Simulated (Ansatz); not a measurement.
**BaIrF6: a short molecular-dynamics run**

What does BaIrF6 do over 30 steps of 0.5 fs under a Langevin thermostat at 100 K? The cell is a randomly packed cell of 8 atoms, taken as it stands, without a relaxation.

All numbers below are computed with Ansatz 0.2.0 (DFT PBE, plane waves, PAW, scalar-relativistic, no spin polarisation).

## Step 1: The structure to begin with

The cell holds 8 atoms (BaF6Ir): a = 5.218 Å, b = 5.558 Å, c = 4.654 Å, α = 73.59°, β = 93.57°, γ = 80.00°.

Coordinates:

```xyz
8
Lattice="5.1913 0.5199 0.1069 0.4040 5.4662 0.9183 -0.4455 0.5982 4.5937" Properties=species:S:1:pos:R:3 pbc="T T T"
Ir    3.1719    4.9683    1.4106
F     0.7142    4.0923    4.3077
F     3.8710    4.7697    3.7467
F     4.8993    3.4478    0.7306
F     2.2737    3.9428    3.4039
F     1.8403    2.5484    1.1345
F     5.2907    4.9890    2.6017
Ba    4.9087    2.0138    3.2682
```

## Step 2: Molecular dynamics

Contents of input.yaml:

```yaml
crystal:
  lattice:
    - [5.191289, 0.519889, 0.106857]
    - [0.403952, 5.466225, 0.918318]
    - [-0.445457, 0.598167, 4.593683]
  atoms:
    - { symbol: Ir, position: [0.556248, 0.842248, 0.125752] }
    - { symbol: F, position: [0.156411, 0.645688, 0.805032] }
    - { symbol: F, position: [0.744813, 0.730362, 0.652282] }
    - { symbol: F, position: [0.904164, 0.541496, 0.029757] }
    - { symbol: F, position: [0.442502, 0.612665, 0.60822] }
    - { symbol: F, position: [0.335397, 0.41727, 0.155751] }
    - { symbol: F, position: [0.992093, 0.775863, 0.388188] }
    - { symbol: Ba, position: [0.985299, 0.203805, 0.647798] }
kpoints:
  mp_grid: { grid: [3, 3, 3] }
magnetization:
  spin_polarized: false
scf:
  occupations: { method: fermi_dirac, width: 0.05 }
hamiltonian:
  pseudopotentials: { kind: paw }
  xc: pbe
basis:
  ecutwfc: 420
md:
  timestep: 0.5
  n_steps: 30
  ensemble: nvt_langevin
  temperature: 100.0
  initial_velocities: maxwell_boltzmann
  seed: 884567
```

Run with:

```bash
$ ansatz run input.yaml --threads 2 --pin off --max-ram 2560MiB --backend cpu --events-out ev --progress --plain --runs-dir out
```

Standard output:

```text
Warning: md: disabling space-group detection — thermal motion breaks the input geometry's symmetry, so no spatial operation reduces the k-mesh or symmetrises the density; time reversal is kept, so that k and −k are solved as one point where they differ and the mesh holds both, and exact exchange and, on two spinor components, a DFT+U term hold to it where the run has them: on two components no moment then forms, and a state that bears one, which a typed moment (crystal.atoms[].spin; refused beside efield: under a hybrid functional) reaches, can lie lower, under hf by electronvolts; crystal.symmetry.detect: false (a key that needs symmetry detection or time reversal refuses this as the deck is read) with time_reversal: false beside it drops time reversal too
Warning: RAYON_NUM_THREADS=2 ignored (pool sized by the plan → 2); use --threads N
Engine: ansatz 0.2.0, x86_64-unknown-linux-gnu
Pseudopotentials: kind: paw
Pseudopotential: Ir, paw, valence charge 17, recommended cutoff 420 eV (normal), Ir.paw.azcp
Pseudopotential: F, paw, valence charge 7, recommended cutoff 420 eV (normal), F.paw.azcp
Pseudopotential: Ba, paw, valence charge 10, recommended cutoff 420 eV (normal), Ba.paw.azcp
Functional definition: PBE
  parameter kappa = 0.804
  parameter beta = 0.06672455060314922
  exchange = pbe_x(kappa = kappa, mu = beta*pi^2/3)
  correlation = pbe_c(beta = beta)
Crystal: 8 atoms, lattice volume = 126.611 Å³
Basis set: ecut = 420 eV, 2491 PW (Γ), exchange–correlation on 72×80×64 points (8 copies of the dense FFT grid, shifted against one another)
Bands: 43, of which v1, the nominal top of the filled ones, is band 35 counted from 1 (34 counted from 0)
Symmetry: 1 space group operations
k-points: 14 of 27 (time reversal used)
Non-local potential: Ir, projectors of the file, l = 0: 3, l = 1: 2, l = 2: 2, l = 3: 1
Non-local potential: F, projectors of the file, l = 0: 2, l = 1: 2, l = 2: 1
Non-local potential: Ba, projectors of the file, l = 0: 3, l = 1: 2, l = 2: 2, l = 3: 2
PAW form: soft (Blöchl's): semilocal exchange-correlation on the pseudo side does not see the compensation charge
PAW one-centre angular grid: Ir, 590 points (default); XC on 64 Gauss nodes
PAW one-centre angular grid: F, 110 points (default); XC on 64 Gauss nodes
PAW one-centre angular grid: Ba, 194 points (default); XC on 64 Gauss nodes
Initial density: superposition of atomic densities (neutral atoms: chi_scale 0, normalization atom), corrected by the library's trained network
Initial wavefunctions: pseudopotential atomic-orbital guess
Functional: x = pbe(κ = 0.804, μ = 0.2195149727645171), c = pbe(β = 0.06672455060314922)
SCF iter   1: F=—  HF=-22719.436569 eV  |F-HF|=—  |Δ(HF+E_count)|=         —  Δρ=1.83e-2  dr2=1.83e-1  ethr=1.77e-3  ⟨swp⟩=9.8  Hψ=2806  notcnv=0  defer=5
preconditioner: auto → LDOS  [metal: Δε(μ)=0.003 eV  Ē_g=11.921 eV  σ=0.050 eV  W_gap=0.02  n_scr=30 (ndim 8)  ℏωp=25.8 eV  f_vac=0.100  D(μ)=9.96/eV (n_scr^D=112)  β→1.0]
SCF iter   2: F=—  HF=-22719.459537 eV  |F-HF|=—  |Δ(HF+E_count)|=   2.30e-2  Δρ=1.99e-2  dr2=3.75e-1  ethr=2.65e-4  ⟨swp⟩=3.0  Hψ=1321  notcnv=0  defer=15
SCF iter   3: F=—  HF=-22719.422648 eV  |F-HF|=—  |Δ(HF+E_count)|=   3.69e-2  Δρ=4.66e-3  dr2=3.63e-2  ethr=2.65e-4  ⟨swp⟩=2.0  Hψ=651  notcnv=0  defer=15
SCF iter   4: F=—  HF=-22719.422529 eV  |F-HF|=—  |Δ(HF+E_count)|=   1.19e-4  Δρ=3.54e-3  dr2=1.72e-2  ethr=5.27e-5  ⟨swp⟩=1.1  Hψ=588  notcnv=0  defer=15
SCF iter   5: F=—  HF=-22719.422024 eV  |F-HF|=—  |Δ(HF+E_count)|=   5.05e-4  Δρ=2.21e-3  dr2=5.51e-3  ethr=2.49e-5  ⟨swp⟩=1.3  Hψ=591  notcnv=0  defer=15
SCF iter   6: F=—  HF=-22719.421654 eV  |F-HF|=—  |Δ(HF+E_count)|=   3.71e-4  Δρ=1.09e-3  dr2=1.73e-3  ethr=7.98e-6  ⟨swp⟩=1.5  Hψ=594  notcnv=0  defer=15
SCF iter   7: F=—  HF=-22719.421625 eV  |F-HF|=—  |Δ(HF+E_count)|=   2.89e-5  Δρ=4.12e-4  dr2=1.71e-4  ethr=2.50e-6  ⟨swp⟩=1.1  Hψ=589  notcnv=0  defer=15
SCF iter   8: F=—  HF=-22719.421628 eV  |F-HF|=—  |Δ(HF+E_count)|=   3.01e-6  Δρ=2.34e-4  dr2=5.56e-5  ethr=2.48e-7  ⟨swp⟩=1.1  Hψ=588  notcnv=0  defer=15
SCF iter   9: F=—  HF=-22719.421614 eV  |F-HF|=—  |Δ(HF+E_count)|=   1.40e-5  Δρ=1.36e-4  dr2=1.92e-5  ethr=8.06e-8  ⟨swp⟩=1.1  Hψ=588  notcnv=0  defer=15
SCF iter  10: F=—  HF=-22719.421610 eV  |F-HF|=—  |Δ(HF+E_count)|=   3.73e-6  Δρ=3.26e-5  dr2=9.54e-7  ethr=2.79e-8  ⟨swp⟩=1.2  Hψ=593  notcnv=0  defer=15
SCF iter  11: F=—  HF=-22719.421612 eV  |F-HF|=—  |Δ(HF+E_count)|=   2.53e-6  Δρ=1.71e-5  dr2=3.84e-7  ethr=1.38e-9  ⟨swp⟩=1.9  Hψ=638  notcnv=0  defer=15
SCF iter  12: F=—  HF=-22719.421612 eV  |F-HF|=—  |Δ(HF+E_count)|=   1.55e-8  Δρ=1.04e-5  dr2=1.22e-7  ethr=5.56e-10  ⟨swp⟩=1.2  Hψ=590  notcnv=0  defer=15
SCF iter  13: F=—  HF=-22719.421612 eV  |F-HF|=—  |Δ(HF+E_count)|=   4.47e-9  Δρ=6.45e-6  dr2=3.72e-8  ethr=1.77e-10  ⟨swp⟩=1.3  Hψ=591  notcnv=0  defer=15
SCF iter  14: F=—  HF=-22719.421612 eV  |F-HF|=—  |Δ(HF+E_count)|=  5.53e-10  Δρ=3.56e-6  dr2=1.33e-8  ethr=5.39e-11  ⟨swp⟩=1.0  Hψ=587  notcnv=0  defer=15
SCF iter  15: F=-22719.421612 eV  HF=-22719.421612 eV  |F-HF|=3.61e-9  |Δ(HF+E_count)|=  9.31e-10  Δρ=1.99e-6  dr2=4.73e-9  ethr=1.16e-11  ⟨swp⟩=4.0  Hψ=1738  notcnv=0
SCF 1 converged in 15 iterations: F = -22719.421612 eV  dr2 = 4.73e-9
md step     0: t =     0.00 fs  T =    87.5 K  F+E_penalty+E_count = -22719.42161246 eV  E_kin = 0.090482 eV  (15 SCF iters)
[... 15 lines left out ...]
md step     1: t =     0.50 fs  T =    92.8 K  F+E_penalty+E_count = -22719.42849871 eV  E_kin = 0.095991 eV  (10 SCF iters)
[... 14 lines left out ...]
md step     2: t =     1.00 fs  T =   111.2 K  F+E_penalty+E_count = -22719.44974874 eV  E_kin = 0.114990 eV  (11 SCF iters)
[... 1 line left out ...]
md step     3: t =     1.50 fs  T =   148.5 K  F+E_penalty+E_count = -22719.48580097 eV  E_kin = 0.153597 eV  (12 SCF iters)
md step     4: t =     2.00 fs  T =   195.5 K  F+E_penalty+E_count = -22719.53735144 eV  E_kin = 0.202213 eV  (12 SCF iters)
md step     5: t =     2.50 fs  T =   248.4 K  F+E_penalty+E_count = -22719.60256110 eV  E_kin = 0.256851 eV  (7 SCF iters)
md step     6: t =     3.00 fs  T =   310.8 K  F+E_penalty+E_count = -22719.68019958 eV  E_kin = 0.321443 eV  (7 SCF iters)
md step     7: t =     3.50 fs  T =   396.7 K  F+E_penalty+E_count = -22719.77108721 eV  E_kin = 0.410270 eV  (6 SCF iters)
md step     8: t =     4.00 fs  T =   492.1 K  F+E_penalty+E_count = -22719.87488930 eV  E_kin = 0.508899 eV  (6 SCF iters)
md step     9: t =     4.50 fs  T =   607.9 K  F+E_penalty+E_count = -22719.99061710 eV  E_kin = 0.628581 eV  (6 SCF iters)
md step    10: t =     5.00 fs  T =   707.0 K  F+E_penalty+E_count = -22720.11669665 eV  E_kin = 0.731125 eV  (13 SCF iters)
md step    11: t =     5.50 fs  T =   837.2 K  F+E_penalty+E_count = -22720.25204284 eV  E_kin = 0.865726 eV  (7 SCF iters)
md step    12: t =     6.00 fs  T =   987.1 K  F+E_penalty+E_count = -22720.39728087 eV  E_kin = 1.020723 eV  (6 SCF iters)
md step    13: t =     6.50 fs  T =  1147.8 K  F+E_penalty+E_count = -22720.55250724 eV  E_kin = 1.186912 eV  (7 SCF iters)
md step    14: t =     7.00 fs  T =  1291.7 K  F+E_penalty+E_count = -22720.71589755 eV  E_kin = 1.335721 eV  (7 SCF iters)
md step    15: t =     7.50 fs  T =  1437.3 K  F+E_penalty+E_count = -22720.88562458 eV  E_kin = 1.486234 eV  (6 SCF iters)
md step    16: t =     8.00 fs  T =  1591.5 K  F+E_penalty+E_count = -22721.06120775 eV  E_kin = 1.645696 eV  (7 SCF iters)
md step    17: t =     8.50 fs  T =  1748.2 K  F+E_penalty+E_count = -22721.24192206 eV  E_kin = 1.807753 eV  (7 SCF iters)
md step    18: t =     9.00 fs  T =  1891.0 K  F+E_penalty+E_count = -22721.42673982 eV  E_kin = 1.955472 eV  (5 SCF iters)
md step    19: t =     9.50 fs  T =  2082.2 K  F+E_penalty+E_count = -22721.61586815 eV  E_kin = 2.153211 eV  (5 SCF iters)
md step    20: t =    10.00 fs  T =  2259.7 K  F+E_penalty+E_count = -22721.80956537 eV  E_kin = 2.336722 eV  (12 SCF iters)
md step    21: t =    10.50 fs  T =  2446.0 K  F+E_penalty+E_count = -22722.00720008 eV  E_kin = 2.529362 eV  (4 SCF iters)
md step    22: t =    11.00 fs  T =  2631.1 K  F+E_penalty+E_count = -22722.20830170 eV  E_kin = 2.720795 eV  (6 SCF iters)
md step    23: t =    11.50 fs  T =  2815.0 K  F+E_penalty+E_count = -22722.41245569 eV  E_kin = 2.910918 eV  (6 SCF iters)
md step    24: t =    12.00 fs  T =  3004.2 K  F+E_penalty+E_count = -22722.61948191 eV  E_kin = 3.106593 eV  (5 SCF iters)
md step    25: t =    12.50 fs  T =  3162.5 K  F+E_penalty+E_count = -22722.82849469 eV  E_kin = 3.270316 eV  (5 SCF iters)
md step    26: t =    13.00 fs  T =  3307.3 K  F+E_penalty+E_count = -22723.03841342 eV  E_kin = 3.420025 eV  (6 SCF iters)
md step    27: t =    13.50 fs  T =  3468.9 K  F+E_penalty+E_count = -22723.24949693 eV  E_kin = 3.587111 eV  (5 SCF iters)
md step    28: t =    14.00 fs  T =  3669.2 K  F+E_penalty+E_count = -22723.46254352 eV  E_kin = 3.794265 eV  (5 SCF iters)
md step    29: t =    14.50 fs  T =  3858.4 K  F+E_penalty+E_count = -22723.67761240 eV  E_kin = 3.989914 eV  (6 SCF iters)
[... 17 lines left out ...]
md step    30: t =    15.00 fs  T =  4020.0 K  F+E_penalty+E_count = -22723.89383747 eV  E_kin = 4.157013 eV  (13 SCF iters)
SCF converged after 13 iterations
Free energy (F): -22723.893837 eV
Harris-Foulkes:  -22723.893837 eV  (|F-HF|=6.62e-10)
Internal energy: -22723.830786 eV  (E = F + TS)
E sigma→0 (E₀):  -22723.862312 eV
Entropy (-TS):   -0.063052 eV (-7.881 meV/atom)
Fermi energy:    5.406629 eV
--- Per-component energies (eV) ---
  E_band       = -584.999789
  E_kinetic    = 2013.026850
  E_local      = -6425.172094  (includes V_loc(G=0)·N_el)
  E_nonlocal   = 572.980024
  E_hartree    = 2473.883118
  E_xc         = -904.996648
  E_vxc        = -1035.807931  (∫ρ·V_xc dr)
  E_paw        = -15647.317815  (= ΣΔE_a)
  E_vpaw       = -657.804944  (= ΣTr[D̂ρ^β])
  E_aug_tail   = 0.012222  (compensation charges beyond the density's cutoff)
  E_ewald      = -4806.246443
  E_smearing   = -0.063052  (= −TS)
  E_closure    = -0.000000  (closes the sum)
  Σ components = -22723.893837   (vs F -22723.893837, Δ=0.00e0)
--- Forces (eV/Å), atoms counted from 1 ---
  atom   1  Ir     3.04457226    -3.09827592     1.59061021
  atom   2  F     -0.20169410     1.29737056     0.49592546
  atom   3  F     -0.60595018     3.25259325     0.82866013
  atom   4  F     -2.17215734    -0.53458788     1.51082911
  atom   5  F     -0.61903093    -0.74445222    -2.41183064
  atom   6  F      0.85006316    -2.83675833     1.20445071
  atom   7  F     -0.37873598     1.99398275    -2.69901362
  atom   8  Ba     0.08293448     0.67011348    -0.51962617
  max |Σ_I F_I| component: 1.43e-5 eV/Å
--- MD trajectory: 30 steps, t = 0.0 → 15.0 fs ---
  final state: T = 4020.0 K   F+E_penalty+E_count = -22723.89383747 eV   E_kin = 4.157013 eV
```

Wall time 65 s (2 threads of Intel Xeon Platinum 8375C at 2.90GHz (Ice Lake), shared host); peak memory 0.49 GiB.

## Step 3: What the atoms did

The trajectory, every 3 steps (energies from step 0); msd is the mean square displacement from the start, the centre of mass held:

```
time (fs)  T (K)  potential energy change (meV/atom)  msd F (Å²)  msd Ir (Å²)  msd Ba (Å²)
      0.0     88                                 0.0       0.000        0.000        0.000
      1.5    149                                -8.0       0.000        0.000        0.000
      3.0    311                               -32.3       0.000        0.000        0.000
      4.5    608                               -71.1       0.001        0.000        0.000
      6.0    987                              -122.0       0.002        0.000        0.000
      7.5   1437                              -183.0       0.004        0.000        0.000
      9.0   1891                              -250.6       0.008        0.000        0.000
     10.5   2446                              -323.2       0.014        0.000        0.000
     12.0   3004                              -399.7       0.023        0.000        0.000
     13.5   3469                              -478.5       0.034        0.000        0.000
     15.0   4020                              -559.0       0.050        0.000        0.000
```

time (fs), T (K) and a bar:
```
      0.0         88 
      0.5         93 
      1.5        149 
      2.0        196 #
      2.5        248 #
      3.5        397 ##
      4.0        492 ###
      4.5        608 ####
      5.0        707 #####
      6.0        987 #######
      6.5       1148 ########
      7.0       1292 #########
      8.0       1591 ###########
      8.5       1748 #############
      9.0       1891 ##############
     10.0       2260 #################
     10.5       2446 ##################
     11.0       2631 ###################
     11.5       2815 #####################
     12.5       3163 #######################
     13.0       3307 #########################
     13.5       3469 ##########################
     14.5       3858 #############################
     15.0       4020 ##############################
```

## Step 4: Positions and forces

Extended XYZ, with forces in eV/Å:

```xyz
8
Lattice="5.191 0.520 0.107 0.404 5.466 0.918 -0.445 0.598 4.594" Properties=species:S:1:pos:R:3:forces:R:3 pbc="T T T" time_fs=2.0 T=196 dE=-0.1157
Ir    3.172    4.968    1.410    1.893   -2.560    1.277
F     0.723    4.096    4.313    0.689    1.534   -1.087
F     3.869    4.776    3.744   -2.439    3.803   -1.216
F     4.892    3.450    0.732   -2.643   -2.147    5.124
F     2.268    3.942    3.405   -1.039   -0.676   -2.102
F     1.848    2.543    1.129    2.011   -2.903    2.837
F     5.291    4.992    2.596    1.371    2.210   -4.367
Ba    4.908    2.014    3.270    0.156    0.739   -0.467
8
Lattice="5.191 0.520 0.107 0.404 5.466 0.918 -0.445 0.598 4.594" Properties=species:S:1:pos:R:3:forces:R:3 pbc="T T T" time_fs=4.0 T=492 dE=-0.4533
Ir    3.172    4.967    1.409    1.990   -2.598    1.289
F     0.733    4.102    4.316    0.414    1.529   -0.963
F     3.863    4.789    3.740   -2.258    3.749   -1.057
F     4.881    3.447    0.744   -2.529   -2.001    4.768
F     2.261    3.941    3.401   -0.937   -0.666   -2.143
F     1.859    2.531    1.130    1.926   -2.939    2.751
F     5.294    5.000    2.581    1.248    2.178   -4.171
Ba    4.908    2.014    3.272    0.145    0.748   -0.474
8
Lattice="5.191 0.520 0.107 0.404 5.466 0.918 -0.445 0.598 4.594" Properties=species:S:1:pos:R:3:forces:R:3 pbc="T T T" time_fs=5.5 T=837 dE=-0.8304
Ir    3.173    4.966    1.409    2.093   -2.658    1.295
F     0.742    4.110    4.317    0.195    1.500   -0.799
F     3.857    4.803    3.735   -2.052    3.699   -0.855
F     4.868    3.441    0.760   -2.441   -1.846    4.384
F     2.254    3.939    3.395   -0.850   -0.657   -2.183
F     1.869    2.518    1.135    1.826   -2.944    2.620
F     5.299    5.009    2.566    1.093    2.148   -3.978
Ba    4.908    2.014    3.273    0.136    0.758   -0.484
8
Lattice="5.191 0.520 0.107 0.404 5.466 0.918 -0.445 0.598 4.594" Properties=species:S:1:pos:R:3:forces:R:3 pbc="T T T" time_fs=7.5 T=1437 dE=-1.4640
Ir    3.175    4.964    1.410    2.272   -2.762    1.309
F     0.754    4.122    4.318   -0.070    1.451   -0.536
F     3.844    4.829    3.729   -1.708    3.615   -0.513
F     4.848    3.429    0.789   -2.339   -1.589    3.770
F     2.244    3.935    3.384   -0.753   -0.657   -2.235
F     1.885    2.496    1.145    1.656   -2.939    2.385
F     5.307    5.025    2.539    0.820    2.112   -3.680
Ba    4.908    2.015    3.274    0.122    0.768   -0.500
8
Lattice="5.191 0.520 0.107 0.404 5.466 0.918 -0.445 0.598 4.594" Properties=species:S:1:pos:R:3:forces:R:3 pbc="T T T" time_fs=9.5 T=2082 dE=-2.1943
Ir    3.178    4.962    1.410    2.482   -2.879    1.339
F     0.766    4.137    4.317   -0.253    1.399   -0.247
F     3.829    4.860    3.721   -1.349    3.520   -0.118
F     4.824    3.414    0.826   -2.268   -1.304    3.108
F     2.233    3.930    3.368   -0.686   -0.671   -2.281
F     1.903    2.469    1.160    1.459   -2.920    2.102
F     5.317    5.045    2.505    0.507    2.085   -3.385
Ba    4.908    2.015    3.276    0.107    0.770   -0.517
8
Lattice="5.191 0.520 0.107 0.404 5.466 0.918 -0.445 0.598 4.594" Properties=species:S:1:pos:R:3:forces:R:3 pbc="T T T" time_fs=11.0 T=2631 dE=-2.7867
Ir    3.180    4.960    1.410    2.650   -2.964    1.381
F     0.776    4.150    4.317   -0.320    1.365   -0.032
F     3.816    4.889    3.716   -1.086    3.458    0.178
F     4.802    3.400    0.858   -2.227   -1.089    2.625
F     2.225    3.926    3.354   -0.666   -0.693   -2.317
F     1.918    2.445    1.174    1.296   -2.901    1.868
F     5.325    5.062    2.476    0.256    2.064   -3.175
Ba    4.908    2.016    3.277    0.097    0.759   -0.528
8
Lattice="5.191 0.520 0.107 0.404 5.466 0.918 -0.445 0.598 4.594" Properties=species:S:1:pos:R:3:forces:R:3 pbc="T T T" time_fs=13.0 T=3307 dE=-3.6168
Ir    3.183    4.957    1.411    2.865   -3.055    1.470
F     0.788    4.169    4.316   -0.305    1.328    0.239
F     3.796    4.932    3.707   -0.793    3.369    0.535
F     4.769    3.380    0.904   -2.193   -0.806    2.031
F     2.214    3.918    3.331   -0.659   -0.727   -2.360
F     1.941    2.408    1.197    1.071   -2.870    1.538
F     5.337    5.088    2.432   -0.073    2.035   -2.920
Ba    4.908    2.017    3.278    0.087    0.726   -0.533
8
Lattice="5.191 0.520 0.107 0.404 5.466 0.918 -0.445 0.598 4.594" Properties=species:S:1:pos:R:3:forces:R:3 pbc="T T T" time_fs=15.0 T=4020 dE=-4.4722
Ir    3.187    4.954    1.412    3.045   -3.098    1.591
F     0.799    4.191    4.315   -0.202    1.297    0.496
F     3.775    4.981    3.699   -0.606    3.253    0.829
F     4.733    3.361    0.954   -2.172   -0.535    1.511
F     2.202    3.909    3.302   -0.619   -0.744   -2.412
F     1.964    2.366    1.222    0.850   -2.837    1.204
F     5.348    5.118    2.383   -0.379    1.994   -2.699
Ba    4.909    2.018    3.279    0.083    0.670   -0.520
```

## Step 5: Results

| quantity | value |
| --- | --- |
| length | 30 steps of 0.5 fs |
| temperature, first and last step | 88 and 4020 K |
| temperature, second half | mean 2712 K, from 1437 to 4020 K |
| potential energy, second half | -365 meV/atom from the start |
| mean square displacement, second half | F 0.021, Ir 0.000, Ba 0.000 Å² |

Against a set 100 K the second half averages 2712 K, going from 1437 to 4020 K over that half; the potential energy of that half lies 365 meV/atom under the start, so the atoms have moved to lower-lying arrangements, and the energy set free heats the cell. Over the second half F atoms stand 0.1 Å (root mean square) from where they began, and the farthest move is 0.3 Å. Averages from a run of 15 fs with 8 atoms are rough. The k-mesh is coarse for this cell.
